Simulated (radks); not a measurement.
# Gd in [Kr] 4d10 4f7 5s2 5p5.5 5d1 6s2 7s0.5: an all-electron calculation

Aim: the levels, the sizes of the orbitals and the parts of the energy of neutral gadolinium.

Program: radks (a radial shooting solver on a logarithmic mesh, Libxc functionals) version 1. Level of theory: non-relativistic Kohn-Sham, PBE, spin-polarised, spherical densities, point nucleus; open shells are filled with parallel spins first. These are calculated values, not measurements, unless marked.

### Step 1. Starting point

* element: gadolinium (Z = 64)
* charge: 0
* electrons: 64
* configuration: [Kr] 4d10 4f7 5s2 5p5.5 5d1 6s2 7s0.5

### Step 2. The run

Settings of this run:

```text
Z 64
configuration [Kr] 4d10 4f7 5s2 5p5.5 5d1 6s2 7s0.5 6p0 6d0
relativity non-relativistic
functional pbe,pbe
spin polarised
nucleus point
```

**Question.** What will this run give?

**Answer**, as computed:

| quantity | value |
| --- | --- |
| total energy | -10823.0987 hartree |
| exchange-correlation share of it | 2.21 % |
| −T/E | 0.9997 |
| highest occupied level | 7s up, -0.992 eV |
| most extended occupied level | 7s up, <r> = 11.2 bohr |
| radius at density 0.001 e/bohr³ | 5.15 bohr |
| maxima of the radial density | 5 |

7 principal shells are occupied and 5 maxima appear in the radial density; where shells overlap, one shows as a shoulder or not at all. The ratio −T/E is 0.9997; for a non-relativistic Coulomb system it is 1 up to the kinetic part of correlation. This is not the tabulated ground configuration, so its levels and sizes aren't those of the ground state, and no measured value stands beside it.
